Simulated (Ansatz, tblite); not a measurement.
# Si(NH2)Cl3 (Cl3H2NSi): rung by rung

Aim: run the singlet of Si(NH2)Cl3 (Cl3H2NSi) at one geometry on many levels, and compare frontier levels, spin and run time.

Computed with Ansatz 0.2.0, Gaussian basis. Level: as each input shows.

The runs, in order: GFN1-xTB, GFN2-xTB, PBE-D4/def2-TZVP, r2SCAN-D4/def2-TZVP, LC-ωPBE/def2-TZVP, ωB97X-V/def2-TZVP, revPBE-D4/def2-TZVP, BHLYP-D4/def2-TZVP, BLYP-D4/def2-TZVP, r2SCANh-D4/def2-TZVP, ωB97M-V/def2-TZVP, PBE-D4/def2-SVP, PBE0-D4/def2-SVP, HF/STO-3G, HF/6-31G, B3LYP-D4/6-31G, CCSD(T)/def2-TZVPP, MP2/def2-TZVP, RPA/def2-TZVP.

## (1) The structure

The singlet was relaxed beforehand with PBE-D4/def2-SVP.

7 atoms, charge 0, spin multiplicity 1.

Bond lengths: Si1–N2 1.711 Å, Si1–Cl5 2.061 Å, Si1–Cl6 2.061 Å, Si1–Cl7 2.075 Å, N2–H3 1.023 Å, N2–H4 1.023 Å. Angles: N2–Si1–Cl5 107.9°, N2–Si1–Cl6 108.0°, N2–Si1–Cl7 115.8°, Cl5–Si1–Cl6 111.2°, Cl5–Si1–Cl7 107.0°, Cl6–Si1–Cl7 106.9°, Si1–N2–H3 119.3°, Si1–N2–H4 119.4°, H3–N2–H4 112.1°.

PBE0-D4/def2-TZVP was run before; its log isn't repeated, and its numbers join the tables.

## (2) GFN1-xTB

Tight binding, by tblite at 300 K electronic temperature and without a spin-polarisation term:

```python
tblite.interface.Calculator('GFN1-xTB', numbers, positions, charge=0, uhf=0).singlepoint()
```

Energy -520.6550 eV, HOMO -11.50 eV, LUMO -4.35 eV; 0.015 s.

## (3) GFN2-xTB

Tight binding, by tblite at 300 K electronic temperature and without a spin-polarisation term:

```python
tblite.interface.Calculator('GFN2-xTB', numbers, positions, charge=0, uhf=0).singlepoint()
```

Energy -529.4956 eV, HOMO -11.78 eV, LUMO -5.08 eV; 0.014 s.

## (4) PBE-D4/def2-TZVP

start.molden holds the orbitals of an earlier run on this state, given as this run's starting guess.

in.yaml

```yaml
crystal:
  periodic: [false, false, false]
  atoms:
    - {symbol: Si, position_ang: [0.005738, 0.012951, -0.569232]}
    - {symbol: N, position_ang: [0.084544, 0.151173, 1.134097]}
    - {symbol: H, position_ang: [0.718648, -0.458086, 1.656335]}
    - {symbol: H, position_ang: [-0.767305, 0.360170, 1.660104]}
    - {symbol: Cl, position_ang: [1.935347, -0.021649, -1.292388]}
    - {symbol: Cl, position_ang: [-1.033314, 1.638696, -1.293554]}
    - {symbol: Cl, position_ang: [-0.943658, -1.683255, -1.295362]}
basis:
  gaussian: {orbitals: def2-TZVP, initial_orbitals: start.molden}
hamiltonian: {xc: pbe, dispersion: d4}
scf: {omitted_lower_state_checks: [starts]}
output: {orbitals: {seedname: orbitals}}
```

On the command line:

```bash
> ansatz run in.yaml --threads 4 --pin off --events-out ev --progress --plain --max-ram 3916MiB
```

Log:

```text
Functional definition: PBE
  name "PBE"
  cite "Perdew, Burke & Ernzerhof, Phys. Rev. Lett. 77, 3865 (1996) doi:10.1103/PhysRevLett.77.3865"
  parent pbe
  parameter kappa = 0.804
  parameter beta = 0.06672455060314922
  exchange = pbe_x(kappa = kappa, mu = beta*pi^2/3)
  correlation = pbe_c(beta = beta)
these checks for a lower state are left out or cut short: starts
1263 factors; their error is unknown
mean field evaluation 1: about -46954.3597 eV, gradient 1.6e1 eV
mean field evaluation 2: about -46954.4791 eV, gradient 1.7e-1 eV
mean field evaluation 4: about -46954.4673 eV, gradient 2.4e-4 eV
mean field -46954.46727143 eV, -1725.5448453439 hartree, gradient 2.0e-5 eV, S^2 0.000000; 0 other end points of the search recorded, 0 dependent functions left out
reference -46954.46731093 eV, -1725.5448467956 hartree; 37, 37 occupied and 154, 154 virtual orbitals, 1263 factors
Total energy: -46954.73641222 eV, -1725.5547360858 hartree
Checks for a lower state left out: starts
```

Wall time 3.8 s (4 threads of Intel Xeon at 2.50GHz, shared host).

From the report: HOMO -6.91 eV, LUMO -1.19 eV.

## (5) r2SCAN-D4/def2-TZVP

Changes to in.yaml since step 4:

```diff
@@ -12,3 +12,3 @@
   gaussian: {orbitals: def2-TZVP, initial_orbitals: start.molden}
-hamiltonian: {xc: pbe, dispersion: d4}
+hamiltonian: {xc: r2scan, dispersion: d4}
 scf: {omitted_lower_state_checks: [starts]}
```

Same command.

Log:

```text
Functional definition: r2SCAN
  name "r2SCAN"
  cite "Furness, Kaplan, Ning, Perdew & Sun, J. Phys. Chem. Lett. 11, 8208 (2020) doi:10.1021/acs.jpclett.0c02405"
  cite "Furness, Kaplan, Ning, Perdew & Sun, J. Phys. Chem. Lett. 11, 9248 (2020) doi:10.1021/acs.jpclett.0c03077"
  parent r2scan
  parameter k0 = 0.174
  parameter k1 = 0.065
  parameter a1 = 4.9479
  exchange = r2scan_x(k0 = k0, k1 = k1, a1 = a1)
  correlation = r2scan_c
these checks for a lower state are left out or cut short: starts
1263 factors; their error is unknown
mean field evaluation 1: about -46971.7763 eV, gradient 1.1e1 eV
mean field evaluation 2: about -46971.8088 eV, gradient 6.4e-2 eV
mean field evaluation 4: about -46971.7930 eV, gradient 1.0e-4 eV
mean field -46971.79304341 eV, -1726.1815557205 hartree, gradient 1.2e-5 eV, S^2 0.000000; 0 other end points of the search recorded, 0 dependent functions left out
reference -46971.79305327 eV, -1726.1815560830 hartree; 37, 37 occupied and 154, 154 virtual orbitals, 1263 factors
Total energy: -46971.85437674 eV, -1726.1838096787 hartree
Checks for a lower state left out: starts
```

Wall time 5.5 s (4 threads of Intel Xeon at 2.50GHz, shared host).

From the report: HOMO -7.26 eV, LUMO -0.79 eV.

## (6) LC-ωPBE/def2-TZVP

Changes to in.yaml since step 5:

```diff
@@ -12,4 +12,4 @@
   gaussian: {orbitals: def2-TZVP, initial_orbitals: start.molden}
-hamiltonian: {xc: r2scan, dispersion: d4}
+hamiltonian: {xc: {name: LC-wPBE}}
 scf: {omitted_lower_state_checks: [starts]}
-output: {orbitals: {seedname: orbitals}}
+output: {forces: true, orbitals: {seedname: orbitals}}
```

Same command.

Log, cut to the lines that bear on the results:

```text
Functional definition: LC-wPBE
  name "LC-wPBE"
  cite "Vydrov & Scuseria, J. Chem. Phys. 125, 234109 (2006) doi:10.1063/1.2409292"
  cite "Heyd & Scuseria, J. Chem. Phys. 120, 7274 (2004) doi:10.1063/1.1668634"
  cite "Ernzerhof & Perdew, J. Chem. Phys. 109, 3313 (1998) doi:10.1063/1.476928"
  cite "Perdew, Burke & Ernzerhof, Phys. Rev. Lett. 77, 3865 (1996) doi:10.1103/PhysRevLett.77.3865"
  parent pbe
[...]
1263 factors; their error is unknown
333 factors; integrals over basis functions are off by at most 3.1e-5 eV
[...]
mean field -46962.02266057 eV, -1725.8225007736 hartree, gradient 1.3e-5 eV, S^2 0.000000; 0 other end points of the search recorded, 0 dependent functions left out
[...]
reference -46962.02266057 eV, -1725.8225007738 hartree; 37, 37 occupied and 154, 154 virtual orbitals, 1263 factors
Total energy: -46962.02266057 eV, -1725.8225007738 hartree
Atom 0 at     0.005738     0.012951    -0.569232 Å, force     0.049824     0.084587     0.052522 eV/Å
Atom 1 at     0.084544     0.151173     1.134097 Å, force    -0.236871    -0.429151    -0.210098 eV/Å
Atom 2 at     0.718648    -0.458086     1.656335 Å, force    -0.392474     0.413638    -0.354822 eV/Å
Atom 3 at    -0.767305     0.360170     1.660104 Å, force     0.557864    -0.108966    -0.358241 eV/Å
Atom 4 at     1.935347    -0.021649    -1.292388 Å, force    -0.811549     0.003587     0.275577 eV/Å
Atom 5 at    -1.033314     1.638696    -1.293554 Å, force     0.427149    -0.689694     0.277441 eV/Å
Atom 6 at    -0.943658    -1.683255    -1.295362 Å, force     0.406056     0.725999     0.317621 eV/Å
Dipole moment:    -0.049755    -0.091125     0.511706 e Å
Checks for a lower state left out: starts
```

Run time: 6 s. Hardware: 4 threads of Intel Xeon at 2.50GHz, shared host.

From the report: HOMO -11.28 eV, LUMO 2.20 eV.

## (7) ωB97X-V/def2-TZVP

Changes to in.yaml since step 6:

```diff
@@ -12,4 +12,4 @@
   gaussian: {orbitals: def2-TZVP, initial_orbitals: start.molden}
-hamiltonian: {xc: {name: LC-wPBE}}
+hamiltonian: {xc: {name: wB97X-V}}
 scf: {omitted_lower_state_checks: [starts]}
-output: {forces: true, orbitals: {seedname: orbitals}}
+output: {orbitals: {seedname: orbitals}}
```

Same command.

Log, cut to the lines that bear on the results:

```text
Functional definition: wB97X-V
  name "wB97X-V"
  cite "Mardirossian & Head-Gordon, Phys. Chem. Chem. Phys. 16, 9904 (2014) doi:10.1039/C3CP54374A"
  cite "Becke, J. Chem. Phys. 107, 8554 (1997) doi:10.1063/1.475007"
  cite "Vydrov & Van Voorhis, J. Chem. Phys. 133, 244103 (2010) doi:10.1063/1.3521275"
[...]
      + integral(e_c_pw_opposite_spin*poly(b97_u_opposite, cos0, cos1)) + vv10(b, c)
[...]
1284 factors; their error is unknown
244 factors; integrals over basis functions are off by at most 3.3e-5 eV
[...]
mean field -46968.39995923 eV, -1726.0568621767 hartree, gradient 1.5e-5 eV, S^2 0.000000; 0 other end points of the search recorded, 0 dependent functions left out
reference -46968.39995750 eV, -1726.0568621130 hartree; 37, 37 occupied and 154, 154 virtual orbitals, 1284 factors
Total energy: -46968.39995750 eV, -1726.0568621130 hartree
Checks for a lower state left out: starts
```

It took 11 s on 4 threads of Intel Xeon at 2.50GHz, shared host; peak memory 0.66 GiB.

HOMO -10.87 eV, LUMO 2.04 eV.

## (8) revPBE-D4/def2-TZVP

Changes to in.yaml since step 7:

```diff
@@ -12,3 +12,3 @@
   gaussian: {orbitals: def2-TZVP, initial_orbitals: start.molden}
-hamiltonian: {xc: {name: wB97X-V}}
+hamiltonian: {xc: {name: revPBE}, dispersion: d4}
 scf: {omitted_lower_state_checks: [starts]}
```

Launched as before.

Log:

```text
Functional definition: revPBE
  name "revPBE"
  cite "Zhang & Yang, Phys. Rev. Lett. 80, 890 (1998) doi:10.1103/PhysRevLett.80.890"
  cite "Perdew, Burke & Ernzerhof, Phys. Rev. Lett. 77, 3865 (1996) doi:10.1103/PhysRevLett.77.3865"
  parameter kappa = 1.245
  parameter beta = 0.06672455060314922
  exchange = pbe_x(kappa = kappa, mu = beta*pi^2/3)
  correlation = pbe_c(beta = beta)
these checks for a lower state are left out or cut short: starts
1263 factors; their error is unknown
mean field evaluation 1: about -46966.4048 eV, gradient 1.4e1 eV
mean field evaluation 2: about -46966.4813 eV, gradient 1.3e-1 eV
mean field evaluation 4: about -46966.4692 eV, gradient 2.0e-4 eV
mean field -46966.46919172 eV, -1725.9859077795 hartree, gradient 2.4e-5 eV, S^2 0.000000; 0 other end points of the search recorded, 0 dependent functions left out
reference -46966.46924093 eV, -1725.9859095880 hartree; 37, 37 occupied and 154, 154 virtual orbitals, 1263 factors
Total energy: -46967.16675894 eV, -1726.0115429022 hartree
Checks for a lower state left out: starts
```

It took 3.4 s on 4 threads of Intel Xeon at 2.50GHz, shared host.

From the report: HOMO -6.85 eV, LUMO -1.08 eV.

## (9) BHLYP-D4/def2-TZVP

Changes to in.yaml since step 8:

```diff
@@ -12,3 +12,3 @@
   gaussian: {orbitals: def2-TZVP, initial_orbitals: start.molden}
-hamiltonian: {xc: {name: revPBE}, dispersion: d4}
+hamiltonian: {xc: {name: BHLYP}, dispersion: d4}
 scf: {omitted_lower_state_checks: [starts]}
```

Same command.

Log:

```text
Functional definition: BHLYP
  name "BHLYP"
  cite "Becke, J. Chem. Phys. 98, 1372 (1993) doi:10.1063/1.464304"
  cite "Becke, Phys. Rev. A 38, 3098 (1988) doi:10.1103/PhysRevA.38.3098"
  cite "Lee, Yang & Parr, Phys. Rev. B 37, 785 (1988) doi:10.1103/PhysRevB.37.785"
  parameter a = 0.5
  exchange = (1 - a)*b88_x + a*exact_x
  correlation = lyp_c
these checks for a lower state are left out or cut short: starts
1402 factors; their error is unknown
mean field evaluation 1: about -46974.3861 eV, gradient 1.3e1 eV
mean field evaluation 2: about -46974.4735 eV, gradient 1.6e-1 eV
mean field evaluation 4: about -46974.7837 eV, gradient 4.1e-4 eV
mean field -46974.78368408 eV, -1726.2914597379 hartree, gradient 1.3e-5 eV, S^2 0.000000; 0 other end points of the search recorded, 0 dependent functions left out
reference -46974.78387562 eV, -1726.2914667770 hartree; 37, 37 occupied and 154, 154 virtual orbitals, 1402 factors
Total energy: -46975.15634796 eV, -1726.3051548829 hartree
Checks for a lower state left out: starts
```

Run time: 5.5 s. Hardware: 4 threads of Intel Xeon at 2.50GHz, shared host; peak memory 0.58 GiB.

Report: HOMO -9.77 eV, LUMO 0.83 eV.

## (10) BLYP-D4/def2-TZVP

Changes to in.yaml since step 9:

```diff
@@ -12,3 +12,3 @@
   gaussian: {orbitals: def2-TZVP, initial_orbitals: start.molden}
-hamiltonian: {xc: {name: BHLYP}, dispersion: d4}
+hamiltonian: {xc: {name: BLYP}, dispersion: d4}
 scf: {omitted_lower_state_checks: [starts]}
```

Launched as before.

Log:

```text
Functional definition: BLYP
  name "BLYP"
  cite "Becke, Phys. Rev. A 38, 3098 (1988) doi:10.1103/PhysRevA.38.3098"
  cite "Lee, Yang & Parr, Phys. Rev. B 37, 785 (1988) doi:10.1103/PhysRevB.37.785"
  parameter beta = 0.0042
  parameter a = 0.04918
  parameter b = 0.132
  parameter c = 0.2533
  parameter d = 0.349
  exchange = b88_x(beta = beta)
  correlation = lyp_c(a = a, b = b, c = c, d = d)
these checks for a lower state are left out or cut short: starts
1263 factors; their error is unknown
mean field evaluation 1: about -46974.4695 eV, gradient 2.1e1 eV
mean field evaluation 2: about -46974.7258 eV, gradient 2.8e-1 eV
mean field evaluation 4: about -46974.7131 eV, gradient 2.1e-1 eV
mean field -46974.71319244 eV, -1726.2888692179 hartree, gradient 7.6e-5 eV, S^2 0.000000; 0 other end points of the search recorded, 0 dependent functions left out
reference -46974.71357070 eV, -1726.2888831186 hartree; 37, 37 occupied and 154, 154 virtual orbitals, 1263 factors
Total energy: -46975.29535656 eV, -1726.3102633548 hartree
Checks for a lower state left out: starts
```

It took 2.9 s on 4 threads of Intel Xeon at 2.50GHz, shared host.

HOMO -6.76 eV, LUMO -1.09 eV.

## (11) r2SCANh-D4/def2-TZVP

Changes to in.yaml since step 10:

```diff
@@ -12,3 +12,3 @@
   gaussian: {orbitals: def2-TZVP, initial_orbitals: start.molden}
-hamiltonian: {xc: {name: BLYP}, dispersion: d4}
+hamiltonian: {xc: {name: r2SCANh}, dispersion: d4}
 scf: {omitted_lower_state_checks: [starts]}
```

The command is unchanged.

Log, cut to the lines that bear on the results:

```text
Functional definition: r2SCANh
  name "r2SCANh"
  cite "Bursch, Neugebauer, Ehlert & Grimme, J. Chem. Phys. 156, 134105 (2022) doi:10.1063/5.0086040"
  cite "Furness, Kaplan, Ning, Perdew & Sun, J. Phys. Chem. Lett. 11, 8208 (2020) doi:10.1021/acs.jpclett.0c02405"
  cite "Furness, Kaplan, Ning, Perdew & Sun, J. Phys. Chem. Lett. 11, 9248 (2020) doi:10.1021/acs.jpclett.0c03077"
  parent r2scan
[...]
1263 factors; their error is unknown
[...]
mean field -46971.55381540 eV, -1726.1727642534 hartree, gradient 8.1e-6 eV, S^2 0.000000; 0 other end points of the search recorded, 0 dependent functions left out
reference -46971.55382444 eV, -1726.1727645856 hartree; 37, 37 occupied and 154, 154 virtual orbitals, 1263 factors
Total energy: -46971.62082170 eV, -1726.1752266894 hartree
Checks for a lower state left out: starts
```

It took 8.1 s on 4 threads of Intel Xeon at 2.50GHz, shared host; peak memory 0.58 GiB.

Report: HOMO -7.81 eV, LUMO -0.44 eV.

## (12) ωB97M-V/def2-TZVP

Changes to in.yaml since step 11:

```diff
@@ -12,3 +12,3 @@
   gaussian: {orbitals: def2-TZVP, initial_orbitals: start.molden}
-hamiltonian: {xc: {name: r2SCANh}, dispersion: d4}
+hamiltonian: {xc: {name: wB97M-V}}
 scf: {omitted_lower_state_checks: [starts]}
```

Same command.

Log, cut to the lines that bear on the results:

```text
Functional definition: wB97M-V
  name "wB97M-V"
  cite "Mardirossian & Head-Gordon, J. Chem. Phys. 144, 214110 (2016) doi:10.1063/1.4952647"
  cite "Becke, J. Chem. Phys. 107, 8554 (1997) doi:10.1063/1.475007"
  cite "Vydrov & Van Voorhis, J. Chem. Phys. 133, 244103 (2010) doi:10.1063/1.3521275"
  # Of w^i u^j: cxij and so on, Table III.
[...]
  gx(w, u) = 1 - cx + cx01*u + cx10*w
  gss(w, u) = css00 + css04*u^4 + css10*w + css20*w^2 + css43*w^4*u^3
  gos(w, u) = cos00 + cos10*w + (cos20 + cos21*u)*w^2 + (cos60 + cos61*u)*w^6
[...]
      + integral(e_c_pw_mod_opposite_spin*gos(b97_w_opposite, b97_u_opposite)) + vv10(b, c)
[...]
1284 factors; their error is unknown
244 factors; integrals over basis functions are off by at most 3.3e-5 eV
[...]
mean field -46972.97943526 eV, -1726.2251548168 hartree, gradient 2.5e-5 eV, S^2 0.000000; 0 other end points of the search recorded, 0 dependent functions left out
reference -46972.97947723 eV, -1726.2251563592 hartree; 37, 37 occupied and 154, 154 virtual orbitals, 1284 factors
Total energy: -46972.97947723 eV, -1726.2251563592 hartree
Checks for a lower state left out: starts
```

Wall time 13 s (4 threads of Intel Xeon at 2.50GHz, shared host); peak memory 0.68 GiB.

Report: HOMO -10.73 eV, LUMO 1.73 eV.

## (13) PBE-D4/def2-SVP

Changes to in.yaml since step 12:

```diff
@@ -11,4 +11,4 @@
 basis:
-  gaussian: {orbitals: def2-TZVP, initial_orbitals: start.molden}
-hamiltonian: {xc: {name: wB97M-V}}
+  gaussian: {orbitals: def2-SVP, initial_orbitals: start.molden}
+hamiltonian: {xc: pbe, dispersion: d4}
 scf: {omitted_lower_state_checks: [starts]}
```

Launched as before.

Log:

```text
Functional definition: PBE
  name "PBE"
  cite "Perdew, Burke & Ernzerhof, Phys. Rev. Lett. 77, 3865 (1996) doi:10.1103/PhysRevLett.77.3865"
  parent pbe
  parameter kappa = 0.804
  parameter beta = 0.06672455060314922
  exchange = pbe_x(kappa = kappa, mu = beta*pi^2/3)
  correlation = pbe_c(beta = beta)
these checks for a lower state are left out or cut short: starts
1069 factors; their error is unknown
mean field evaluation 1: about -46936.3692 eV, gradient 1.0e1 eV
mean field evaluation 2: about -46936.6040 eV, gradient 2.0e-1 eV
mean field evaluation 4: about -46936.5296 eV, gradient 2.0e-4 eV
mean field -46936.52957515 eV, -1724.8856471643 hartree, gradient 1.2e-5 eV, S^2 0.000000; 0 other end points of the search recorded, 0 dependent functions left out
reference -46936.52960362 eV, -1724.8856482105 hartree; 37, 37 occupied and 59, 59 virtual orbitals, 1069 factors
Total energy: -46936.79870491 eV, -1724.8955375007 hartree
Checks for a lower state left out: starts
```

Wall time 1.7 s (4 threads of Intel Xeon at 2.50GHz, shared host).

HOMO -6.65 eV, LUMO -0.73 eV.

## (14) PBE0-D4/def2-SVP

Changes to in.yaml since step 13:

```diff
@@ -12,3 +12,3 @@
   gaussian: {orbitals: def2-SVP, initial_orbitals: start.molden}
-hamiltonian: {xc: pbe, dispersion: d4}
+hamiltonian: {xc: pbe0, dispersion: d4}
 scf: {omitted_lower_state_checks: [starts]}
```

Same command.

Log:

```text
Functional definition: PBE0
  name "PBE0"
  cite "Adamo & Barone, J. Chem. Phys. 110, 6158 (1999) doi:10.1063/1.478522"
  cite "Perdew, Burke & Ernzerhof, Phys. Rev. Lett. 77, 3865 (1996) doi:10.1103/PhysRevLett.77.3865"
  parent pbe
  parameter a = 0.25
  parameter kappa = 0.804
  parameter beta = 0.06672455060314922
  exchange = (1 - a)*pbe_x(kappa = kappa, mu = beta*pi^2/3) + a*exact_x
  correlation = pbe_c(beta = beta)
these checks for a lower state are left out or cut short: starts
890 factors; integrals over basis functions are off by at most 1.1e-3 eV
mean field evaluation 1: about -46940.3779 eV, gradient 7.3e0 eV
mean field evaluation 2: about -46940.5256 eV, gradient 1.0e-1 eV
mean field evaluation 4: about -46940.6038 eV, gradient 5.5e-4 eV
mean field -46940.60380750 eV, -1725.0353724416 hartree, gradient 2.3e-5 eV, S^2 0.000000; 0 other end points of the search recorded, 0 dependent functions left out
reference -46940.60382818 eV, -1725.0353732017 hartree; 37, 37 occupied and 59, 59 virtual orbitals, 890 factors
Total energy: -46940.83399491 eV, -1725.0438316730 hartree
Checks for a lower state left out: starts
```

Wall time 2.4 s (4 threads of Intel Xeon at 2.50GHz, shared host).

HOMO -8.24 eV, LUMO 0.25 eV.

## (15) HF/STO-3G

Changes to in.yaml since step 14:

```diff
@@ -11,4 +11,4 @@
 basis:
-  gaussian: {orbitals: def2-SVP, initial_orbitals: start.molden}
-hamiltonian: {xc: pbe0, dispersion: d4}
+  gaussian: {orbitals: STO-3G}
+hamiltonian: {xc: hf}
 scf: {omitted_lower_state_checks: [starts]}
```

Same command.

Log:

```text
Functional definition: HF
  name "HF"
  cite "Fock, Z. Phys. 61, 126 (1930) doi:10.1007/BF01340294"
  parent pbe
  exchange = exact_x
  correlation = 0
these checks for a lower state are left out or cut short: starts
486 factors; integrals over basis functions are off by at most 1.8e-5 eV
mean field evaluation 1: about -46376.5389 eV, gradient 2.7e1 eV
mean field evaluation 2: about -46376.5974 eV, gradient 2.7e1 eV
mean field evaluation 4: about -46379.9042 eV, gradient 1.0e0 eV
mean field evaluation 8: about -46379.9113 eV, gradient 2.3e-5 eV
mean field -46379.91126653 eV, -1704.4303016119 hartree, gradient 1.2e-5 eV, S^2 0.000000; 0 other end points of the search recorded, 0 dependent functions left out
reference -46379.91126653 eV, -1704.4303016119 hartree; 37, 37 occupied and 6, 6 virtual orbitals, 486 factors
Total energy: -46379.91126653 eV, -1704.4303016119 hartree
Checks for a lower state left out: starts
```

Run time: 0.5 s. Hardware: 4 threads of Intel Xeon at 2.50GHz, shared host.

HOMO -10.42 eV, LUMO 6.00 eV.

## (16) HF/6-31G

Changes to in.yaml since step 15:

```diff
@@ -11,3 +11,3 @@
 basis:
-  gaussian: {orbitals: STO-3G}
+  gaussian: {orbitals: 6-31G}
 hamiltonian: {xc: hf}
```

The command is unchanged.

Log:

```text
Functional definition: HF
  name "HF"
  cite "Fock, Z. Phys. 61, 126 (1930) doi:10.1007/BF01340294"
  parent pbe
  exchange = exact_x
  correlation = 0
these checks for a lower state are left out or cut short: starts
756 factors; integrals over basis functions are off by at most 2.1e-4 eV
mean field evaluation 1: about -46882.5074 eV, gradient 3.0e1 eV
mean field evaluation 2: about -46882.5123 eV, gradient 3.0e1 eV
mean field evaluation 4: about -46885.0472 eV, gradient 2.3e0 eV
mean field evaluation 8: about -46885.0644 eV, gradient 9.5e-5 eV
mean field -46885.06442303 eV, -1722.9943377082 hartree, gradient 1.3e-5 eV, S^2 0.000000; 0 other end points of the search recorded, 0 dependent functions left out
reference -46885.06442303 eV, -1722.9943377082 hartree; 37, 37 occupied and 28, 28 virtual orbitals, 756 factors
Total energy: -46885.06442303 eV, -1722.9943377082 hartree
Checks for a lower state left out: starts
```

Run time: 1.1 s. Hardware: 4 threads of Intel Xeon at 2.50GHz, shared host.

HOMO -12.49 eV, LUMO 2.61 eV.

[end of part 1 of 2]
